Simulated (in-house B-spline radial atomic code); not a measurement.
# Er¹¹⁺: binding energies from hole states

How much more does a second hole in Er¹¹⁺ cost because of the first?

Program: in-house B-spline radial atomic code version 1. Level of theory: Dirac-Hartree-Fock, average of configuration, Fermi nucleus, basis-set limit. These are calculated values, not measurements, unless marked.

**1. The system**

| Item | Value |
| --- | --- |
| element | erbium (Z = 68) |
| charge | +11 |
| electrons | 57 |
| configuration | [Kr] 4d10 4f9 5s2 |
| Hamiltonian | Dirac-Coulomb |
| nucleus | Fermi, rms radius 5.252 fm |

The outer shells:

[Kr] 4d10 4f9 5s2
```
[Kr] core
4d [↑↓][↑↓][↑↓][↑↓][↑↓]
4f [↑↓][↑↓][↑ ][↑ ][↑ ][↑ ][↑ ]
5s [↑↓]
```

The boxes draw the filling by Hund's rule, which heavy ions in jj coupling don't follow; these runs average over all states of the configuration.

Settings of the run:

```ini
Z = 68
electrons = 57.0
configuration = [Kr] 4d10 4f9 5s2
hamiltonian = dirac
method = hf
spin_polarised = False
nucleus = fermi
rms_radius = 5.2516
mass_number = 166
atomic_mass = 165.930301067
speed_of_light = 137.035999084
```

From the earlier run of the reference: total energy -13056.547973 hartree. Levels, eight at most:

| orbital | occupation | energy (eV) | <r> (bohr) |
| --- | --- | --- | --- |
| 4s1/2 | 2 | -676.55 | 0.5057 |
| 4p1/2 | 2 | -588.37 | 0.5154 |
| 4p3/2 | 4 | -543.12 | 0.5436 |
| 4d3/2 | 4 | -397.79 | 0.5663 |
| 4d5/2 | 6 | -389.33 | 0.5764 |
| 5s1/2 | 2 | -230.87 | 1.109 |
| 4f5/2 | 3.85714 | -214.84 | 0.6439 |
| 4f7/2 | 5.14286 | -213.51 | 0.6497 |

Single holes known from earlier runs (ΔSCF): 1s 57966.1 eV, 2s 10007.8 eV, 2p3/2 8596.71 eV, 4p1/2 582.84 eV, 4p3/2 538.22 eV, 4d3/2 393.21 eV, 4f 210.51 eV.

**2. The 2p3/2 and 4d3/2 holes**

In configurations, a minus sign after the shell means j = l − 1/2 and a plus sign j = l + 1/2; the count of electrons follows.

Settings of the run:

```ini
Z = 68
electrons = 55.0
configuration = 1s2 2s2 2p-2 2p+3 3s2 3p6 3d10 4s2 4p6 4d-3 4d+6 4f9 5s2
hamiltonian = dirac
method = hf
spin_polarised = False
nucleus = fermi
rms_radius = 5.2516
mass_number = 166
atomic_mass = 165.930301067
speed_of_light = 137.035999084
```

**3. The 2p3/2 and 4f holes**

The settings differ from step 2 so:

```diff
@@ -2,3 +2,3 @@
 electrons = 55.0
-configuration = 1s2 2s2 2p-2 2p+3 3s2 3p6 3d10 4s2 4p6 4d-3 4d+6 4f9 5s2
+configuration = 1s2 2s2 2p-2 2p+3 3s2 3p6 3d10 4s2 4p6 4d10 4f8 5s2
 hamiltonian = dirac
```

**4. The 2s and 4p1/2 holes**

The settings differ from step 3 so:

```diff
@@ -2,3 +2,3 @@
 electrons = 55.0
-configuration = 1s2 2s2 2p-2 2p+3 3s2 3p6 3d10 4s2 4p6 4d10 4f8 5s2
+configuration = 1s2 2s1 2p6 3s2 3p6 3d10 4s2 4p-1 4p+4 4d10 4f9 5s2
 hamiltonian = dirac
```

**5. The 2s and 4p3/2 holes**

The settings differ from step 4 so:

```diff
@@ -2,3 +2,3 @@
 electrons = 55.0
-configuration = 1s2 2s1 2p6 3s2 3p6 3d10 4s2 4p-1 4p+4 4d10 4f9 5s2
+configuration = 1s2 2s1 2p6 3s2 3p6 3d10 4s2 4p-2 4p+3 4d10 4f9 5s2
 hamiltonian = dirac
```

**6. The 1s and 1s holes**

The settings differ from step 5 so:

```diff
@@ -2,3 +2,3 @@
 electrons = 55.0
-configuration = 1s2 2s1 2p6 3s2 3p6 3d10 4s2 4p-2 4p+3 4d10 4f9 5s2
+configuration = 2s2 2p6 3s2 3p6 3d10 4s2 4p6 4d10 4f9 5s2
 hamiltonian = dirac
```

Q: What does each hole state cost in eV, and how does that compare with the orbital energies or single holes?

As calculated:

| two holes | ΔSCF (eV) | less the two single holes (eV) |
| --- | --- | --- |
| 2p3/2 and 4d3/2 | 9031.91 | 41.98 |
| 2p3/2 and 4f | 8842.28 | 35.05 |
| 2s and 4p1/2 | 10634.8 | 44.21 |
| 2s and 4p3/2 | 10588.3 | 42.37 |
| 1s and 1s | 117054.6 | 1122.54 |

What this shows: Two holes cost more than the sum of each, because the second electron leaves a more charged ion. The excess runs from 35.1 eV (2p3/2 and 4f) to 1122.5 eV (1s and 1s); it tends to be largest where both holes are compact. Values are for the free ion, measured from the vacuum level.
